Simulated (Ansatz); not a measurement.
**C₂H₇AlOSi: a ladder of functionals and wavefunction methods**

The task here is to estimate one member of a computed series from the others.

The runs use Ansatz 0.2.0, Gaussian basis; functionals in def2-TZVPP, the program's frozen cores in correlated methods.

Levels to be run: PBE-D4, r2SCAN-D4, PBE0-D4, B3LYP-D4, ωB97X-V, ωB97M-V, B2PLYP; CCSD(T)/def2-TZVPP; MP2/def2-QZVPP; extrapolation to the limit.

### The relaxed structure

The geometry comes from an earlier relaxation with PBE0-D4 in a triple-zeta def2 set; it is a stationary point, not always the lowest conformer.

SMILES `[CH3][Al]1[CH2]O[SiH2]1`, 12 atoms, charge 0, spin multiplicity 1.

Atoms are counted from 1 here; the program's logs count them from 0.

Bond lengths: C1–Al2 1.950 Å, C1–H6 1.094 Å, C1–H7 1.093 Å, C1–H8 1.096 Å, Al2–C3 2.004 Å, Al2–Si5 2.428 Å, C3–O4 1.447 Å, C3–H9 1.097 Å, C3–H10 1.097 Å, O4–Si5 1.677 Å, Si5–H11 1.495 Å, Si5–H12 1.495 Å. Angles: Al2–C1–H6 111.9°, Al2–C1–H7 112.2°, Al2–C1–H8 109.9°, H6–C1–H7 108.3°, H6–C1–H8 107.1°, H7–C1–H8 107.2°, C1–Al2–C3 136.5°, C1–Al2–Si5 151.9°, C3–Al2–Si5 71.6°, Al2–C3–O4 97.8°, Al2–C3–H9 116.9°, Al2–C3–H10 116.8°, O4–C3–H9 109.1°, O4–C3–H10 109.1°, H9–C3–H10 106.5°, C3–O4–Si5 113.4°, Al2–Si5–O4 77.2°, Al2–Si5–H11 123.9° and more.

The first run:

The input, in.yaml:

```yaml
crystal:
  periodic: [false, false, false]
  atoms:
    - {symbol: C, position_ang: [-1.524988, 0.628605, 1.768967]}
    - {symbol: Al, position_ang: [-0.282622, 0.052741, 0.380798]}
    - {symbol: C, position_ang: [0.737953, 0.921252, -1.109307]}
    - {symbol: O, position_ang: [1.363110, -0.270187, -1.640480]}
    - {symbol: Si, position_ang: [0.962935, -1.665135, -0.799686]}
    - {symbol: H, position_ang: [-1.295541, 1.635419, 2.129530]}
    - {symbol: H, position_ang: [-1.531043, -0.050469, 2.625383]}
    - {symbol: H, position_ang: [-2.545418, 0.654351, 1.369667]}
    - {symbol: H, position_ang: [0.148456, 1.400558, -1.900281]}
    - {symbol: H, position_ang: [1.516431, 1.638709, -0.822639]}
    - {symbol: H, position_ang: [2.187443, -2.328498, -0.256636]}
    - {symbol: H, position_ang: [0.340283, -2.672649, -1.711316]}
basis:
  gaussian: {orbitals: def2-TZVPP}
hamiltonian: {xc: pbe, dispersion: d4}
output: {forces: true, orbitals: {seedname: orbitals}}
```

Started as:

```
$ ansatz run in.yaml --threads 4 --pin off --events-out ev --progress --plain --max-ram 10444MiB
```

Among the steps run: PBE-D4 (GGA); r2SCAN-D4 (meta-GGA); PBE0-D4 (hybrid); B3LYP-D4 (hybrid); ωB97X-V (range-separated); ωB97M-V (range-separated); B2PLYP (double hybrid); CCSD(T) in def2-TZVPP; MP2 in def2-QZVPP.

One of the session's tables, all rows but one given; the rest of the session is left out.

| method | atomisation energy (kJ/mol) |
| --- | --- |
| PBE-D4 | 4274.8 |
| r2SCAN-D4 | 4236.5 |
| PBE0-D4 | 4214.0 |
| B3LYP-D4 | 4208.2 |
| ωB97X-V | 4240.3 |
| ωB97M-V | 4230.3 |
| B2PLYP | ? |
| HF/def2-TZVPP | 3085.3 |
| MP2/def2-TZVPP | 4163.2 |
| CCSD/def2-TZVPP | 4051.1 |
| CCSD(T)/def2-TZVPP | 4111.0 |
| MP2/CBS | 4275.1 |
| CCSD(T)/CBS | 4223.0 |

Estimate the missing values for B2PLYP.

As computed: atomisation energy (kJ/mol): 4165.7. In the column «atomisation energy (kJ/mol)» it lies between MP2/def2-TZVPP (4163.2) and B3LYP-D4 (4208.2).

To keep in mind: Free atoms (2 C, 1 Al, 1 O, 1 Si, 7 H) were run apart at each level; the atomisation energy is their sum less the molecule, without zero-point or spin-orbit terms.
